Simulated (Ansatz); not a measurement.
# Ti: the cost of one run

Method: DFT PBEsol, scalar-relativistic, in Ansatz 0.2.0.

## 1. The starting structure

It takes space group P6_3/mmc (No. 194, hexagonal). Conventional cell: a = 2.950 Å, b = 2.950 Å, c = 4.686 Å, α = 90.00°, β = 90.00°, γ = 120.00°. Around Ti (site symmetry -6m2) lie 12 Ti at 2.90 to 2.95 Å.

As a file:

```
Ti
1.0
     2.95000    0.00000    0.00000
    -1.47500    2.55477    0.00000
     0.00000    0.00000    4.68600
Ti
2
Direct
  0.33333 0.66667 0.25000
  0.66667 0.33333 0.75000
```

Atoms are numbered in the order of the input: Ti1, Ti2.

## 2. After the deformation

Space group P6_3/mmc before, P6_3/mmc after.

## 3. Full-potential LAPW

Contents of input.yaml:

```yaml
crystal:
  lattice:
    - [3.0384977962, 0.0, 0.0]
    - [-1.5192488981, 2.6314162808, 0.0]
    - [0.0, 0.0, 4.686]
  atoms:
    - { symbol: Ti, position: [0.3333333333, 0.6666666667, 0.25] }
    - { symbol: Ti, position: [0.6666666667, 0.3333333333, 0.75] }
kpoints:
  mp_grid: { grid: [13, 13, 7] }
  band_path:
    path:
      - [0.0, 0.0, 0.0]
      - [0.5, 0.0, 0.0]
      - [0.3333333333, 0.3333333333, 0.0]
      - [0.0, 0.0, 0.0]
      - [0.0, 0.0, 0.5]
      - [0.5, 0.0, 0.5]
      - [0.3333333333, 0.3333333333, 0.5]
      - [0.0, 0.0, 0.5]
      - [0.5, 0.0, 0.5]
    npoints: 5
scf:
  occupations: { method: fermi_dirac, width: 0.08 }
hamiltonian:
  xc: pbesol
  pseudopotentials: { kind: all_electron, lapw: { basis_error: 0.0005 } }
output:
  forces: true
  stress: true
  eigenvalues: true
```

On the command line:

```
ansatz run input.yaml --threads 1 --pin off --max-ram 3072MiB --backend cpu --events-out ev --progress --plain --runs-dir out
```

**Question.** How long does this run take on 1 thread of Arm Neoverse V1, shared host, and how much memory does it need?

About 16 s, with a peak of 0.34 GiB.
